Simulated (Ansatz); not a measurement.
**KI2: from the start to rest**

The start is KI2, a borrowed structure type, volume estimated. Where does it settle when we relax the atoms in a fixed cell, and what is it like there?

Computed, not measured: Ansatz 0.2.0, DFT, r2SCAN, spin-orbit coupling, plane waves, PAW.

## 1. The cell

Symmetry: P-3m1, No. 164, trigonal system. Conventional cell: a = 4.621 Å, b = 4.621 Å, c = 7.179 Å, α = 90.00°, β = 90.00°, γ = 120.00°. K (site symmetry -3m) is surrounded by 6 I at 3.22 Å. Around I (site symmetry 3m) lie 3 K at 3.22 Å.

Structure file:

```xyz
3
Lattice="2.3106 4.0021 0.0000 -2.3106 4.0021 0.0000 0.0000 0.0000 7.1794" Properties=species:S:1:pos:R:3 pbc="T T T"
K     0.0000    0.0000    0.0000
I     0.0000    2.6681    1.7948
I     0.0000    5.3361    5.3845
```

It starts from an earlier solution of the starting cell (checkpoint.read).

## 2. The walk to rest

Contents of input.yaml:

```yaml
crystal:
  lattice:
    - [2.310607, 4.002084, 0.0]
    - [-2.310607, 4.002084, 0.0]
    - [0.0, 0.0, 7.179385]
  atoms:
    - { symbol: K, position: [0.0, 0.0, 0.0] }
    - { symbol: I, position: [0.33333, 0.33334, 0.25] }
    - { symbol: I, position: [0.66667, 0.66666, 0.75] }
  symmetry: { tolerance: 0.0003 }
kpoints:
  mp_grid: { grid: [6, 6, 3], shift: [0, 0, 0] }
magnetization:
  noncollinear: true
  spin_orbit: true
scf:
  occupations: { method: fermi_dirac }
  lower_state_search: "off"
hamiltonian:
  pseudopotentials: { kind: paw_fr }
  xc: r2scan
basis:
  ecutwfc: 500
  fft_grid_basis: typed
relax:
  max_steps: 80
output:
  forces: true
  stress: true
  eigenvalues: true
  bader: true
  populations: true
  elf: true
  write_potential: true
  volumetric_format: npy
  dos:
    e_range: [-12, 8]
    de: 0.05
    projected: { site_lists: { I: [I], K: [K] } }
    method: { smearing: { sigma: 0.1, scheme: gaussian } }
  write_density: true
checkpoint:
  read: saved_state
```

Run with:

```console
$ ansatz run input.yaml --threads 2 --pin off --max-ram 3584MiB --backend cpu --events-out ev --progress --plain --runs-dir out
```

Q: Predict the outcome of this session. Wanted: moves; energy gained; largest move; pressure left in the fixed cell; character; Bader charges.

The runs gave:

| quantity | value |
| --- | --- |
| moves | 2 |
| energy gained | 100.1 meV/atom |
| largest move | 0.39 Å (I) |
| space group (0.01 Å), before / after | P-3m1 / P-3m1 |
| pressure left in the fixed cell | 0.6 GPa |
| character | metal |
| density of states, mean within 0.25 eV of the Fermi level | 4.7 per eV per cell |
| Bader charges | K +0.81, I -0.40 e |

In words: In the fixed cell the largest move of an atom is 0.39 Å; the energy fell by 100.1 meV per atom. With 12 symmetry operations imposed, the end may be a saddle point towards distortions that break them. The cell is metallic; within 0.25 eV of the Fermi level the density of states averages 4.7 per eV per cell, mostly I p (97 %). K loses most charge (+0.81 e on average) and I gains most (-0.40 e).

Caveats: started without moments under time reversal, so no moment could form; the SCF threshold is loose for a stress.
